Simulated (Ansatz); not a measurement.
Crystal: PBr.

```xyz
4
Lattice="4.9386 0.0000 0.0000 -2.0624 5.1945 0.0000 -0.6968 -0.6538 6.2333" Properties=species:S:1:pos:R:3 pbc="T T T"
Br    1.3556    4.2827    1.5132
Br    0.8238    0.2581    4.7201
P     1.6933    2.1829    3.9386
P     0.4861    2.3578    2.2946
```

The cell comes from a database or a generator and needn't be the stable form of this composition.

Base run:

* Program: Ansatz 0.2.0
* Functional: r2SCAN
* Potentials or basis: Ansatz PAW
* Cutoff: 500 eV (not typed: the program's choice for these potentials)
* k mesh: 4 × 3 × 3
* Occupations: fermi-dirac, width 0.05 eV
* Spin: no spin polarisation

Its results: band gap on the k mesh 1.82 eV, direct; pressure -0.7 GPa; largest force 0.280 eV/Å.

**Question.** After a change of settings the same cell gave: band gap on the k mesh 2.44 eV, direct; pressure -0.8 GPa; largest force 0.568 eV/Å. Which change was it?
A. functional from r2SCAN to RPBE; cutoff from 500 eV (not typed: the program's choice for these potentials) to 420 eV (not typed: the program's choice for these potentials)
B. functional from r2SCAN to PBEsol; cutoff from 500 eV (not typed: the program's choice for these potentials) to 420 eV (not typed: the program's choice for these potentials)
C. functional from r2SCAN to revPBE; cutoff from 500 eV (not typed: the program's choice for these potentials) to 420 eV (not typed: the program's choice for these potentials)
D. functional from r2SCAN to HSE06; cutoff from 500 eV (not typed: the program's choice for these potentials) to 420 eV (not typed: the program's choice for these potentials)

**Answer.** D.

HSE06 gives the wider gap, since exact exchange removes part of the self-interaction.

Caveats: the k mesh misses the band edges, so the gap on the mesh is wider than the one along the path; the PAW data sets come from PBE, with cores solved anew for the run's functional, which leaves a small shift of forces and pressure; the thresholds are loose for stress (some runs).

Runs at the PBE level aren't shown here.
